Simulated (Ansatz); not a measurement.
Runs of Ansatz 0.2.0 on AgRh. The structure is hexagonal, space group P-6m2 (No. 187). The conventional cell has a = 2.778 Å, b = 2.778 Å, c = 4.809 Å, α = 90.00°, β = 90.00°, γ = 120.00°. Ag (site symmetry -6m2) has 6 Ag at 2.78 Å and 6 Rh at 2.89 Å as nearest neighbours. Around Rh (site symmetry -6m2) lie 6 Rh at 2.78 Å and 6 Ag at 2.89 Å. The cell comes from a database or a generator and needn't be the stable form of this composition.

```tsv
level	spin	k mesh	cutoff (eV)	gap on the mesh (eV)	pressure (GPa)
r2SCAN0	off	6 × 6 × 3	500	none	-9.1
PBEsol0	off	6 × 6 × 3	420	none	-12.6
HSE06	SOC, no magnetisation	5 × 5 × 3	420	none	-6.1
PBE0	SOC, no magnetisation	5 × 5 × 3	420	none	-6.1
r2SCANh	off	6 × 6 × 3	500	none	(a)
```

Alike in all rows: task single point; potentials or basis Ansatz PAW; cell as given; smearing fermi-dirac 0.05 eV; the mesh is coarse, so values aren't converged.

Fill in the values left out.

(a) -7.5.

Caveats: all runs use coarse meshes; the PAW data sets come from PBE, with cores solved anew for the run's functional, which leaves a small shift of forces and pressure; the thresholds are loose for stress.

A k mesh can miss the band edges, and rows without SOC leave out spin-orbit coupling on Ag, Rh.

A gap of «none» marks a metal or a gap under the smearing width.
